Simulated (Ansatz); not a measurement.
# SrLa2Sb2: a short molecular-dynamics run

A trajectory of SrLa2Sb2, an element-swapped structure with 5 atoms that was not relaxed first: 30 steps of 1 fs at constant energy, with velocities drawn for 300 K.

Method: DFT PBE, plane waves, PAW, scalar-relativistic, no spin polarisation, in Ansatz 0.2.0.

## 1. The starting structure

The cell holds 5 atoms (La2Sb2Sr): a = 5.169 Å, b = 5.169 Å, c = 8.612 Å, α = 90.00°, β = 90.00°, γ = 120.00°.

Structure file:

```cif
data_structure
_symmetry_space_group_name_H-M 'P 1'
_symmetry_Int_Tables_number 1
_cell_length_a 5.1692
_cell_length_b 5.1692
_cell_length_c 8.6117
_cell_angle_alpha 90.000
_cell_angle_beta 90.000
_cell_angle_gamma 120.000
_cell_volume 199.28
loop_
_atom_site_label
_atom_site_type_symbol
_atom_site_fract_x
_atom_site_fract_y
_atom_site_fract_z
_atom_site_occupancy
La1 La 0.33330 0.66670 0.62860 1
La2 La 0.66670 0.33330 0.37140 1
Sb1 Sb 0.33330 0.66670 0.25710 1
Sb2 Sb 0.66670 0.33330 0.74290 1
Sr1 Sr 0.00000 0.00000 0.00000 1
```

## 2. The run

Contents of input.yaml:

```yaml
crystal:
  lattice:
    - [5.16919809, 5.0e-08, 0.0]
    - [-2.584599, 4.47665689, 0.0]
    - [0.0, 0.0, 8.611664]
  atoms:
    - { symbol: La, position: [0.3333, 0.6667, 0.6286] }
    - { symbol: La, position: [0.6667, 0.3333, 0.3714] }
    - { symbol: Sb, position: [0.3333, 0.6667, 0.2571] }
    - { symbol: Sb, position: [0.6667, 0.3333, 0.7429] }
    - { symbol: Sr, position: [0.0, 0.0, 0.0] }
kpoints:
  mp_grid: { grid: [3, 3, 2] }
magnetization:
  spin_polarized: false
scf:
  occupations: { method: cold, width: 0.15 }
hamiltonian:
  pseudopotentials: { kind: paw }
  xc: pbe
basis:
  ecutwfc: 420
md:
  timestep: 1.0
  n_steps: 30
  ensemble: nve
  temperature: 300.0
  initial_velocities: maxwell_boltzmann
  seed: 557575
```

The run is started by

```bash
$ ansatz run input.yaml --threads 2 --pin off --max-ram 2560MiB --backend cpu --events-out ev --progress --plain --runs-dir out
```

What does the calculation give? Wanted: temperature, first and last step; temperature, second half; potential energy, second half; largest change of the total energy; mean square displacement, second half.

**Answer**, as computed:

| quantity | value |
| --- | --- |
| length | 30 steps of 1 fs |
| temperature, first and last step | 300 and 358 K |
| temperature, second half | mean 320 K, from 294 to 358 K |
| potential energy, second half | -2 meV/atom from the start |
| largest change of the total energy | 0.00 meV/atom |
| mean square displacement, second half | Sb 0.003, Sr 0.003, La 0.001 Å² |

**Reading.** The temperature starts at 300 K and averages 320 K in the second half, where it still rises, from 294 to 358 K; the start was no minimum (force components up to 1.2 eV/Å), and the potential energy that it sheds (2 meV/atom) turns into motion. The total energy strays from its start by at most 0.00 meV/atom, under 0.1 % of the mean kinetic energy, so a step of 1 fs is short enough over this time. The farthest move is 0.10 Å, and the mean nearest distance 3.1 Å: no atom has changed site so far. A run of 30 fs with 5 atoms shows the motion but fixes no equilibrium value. The k-mesh is coarse for this cell.
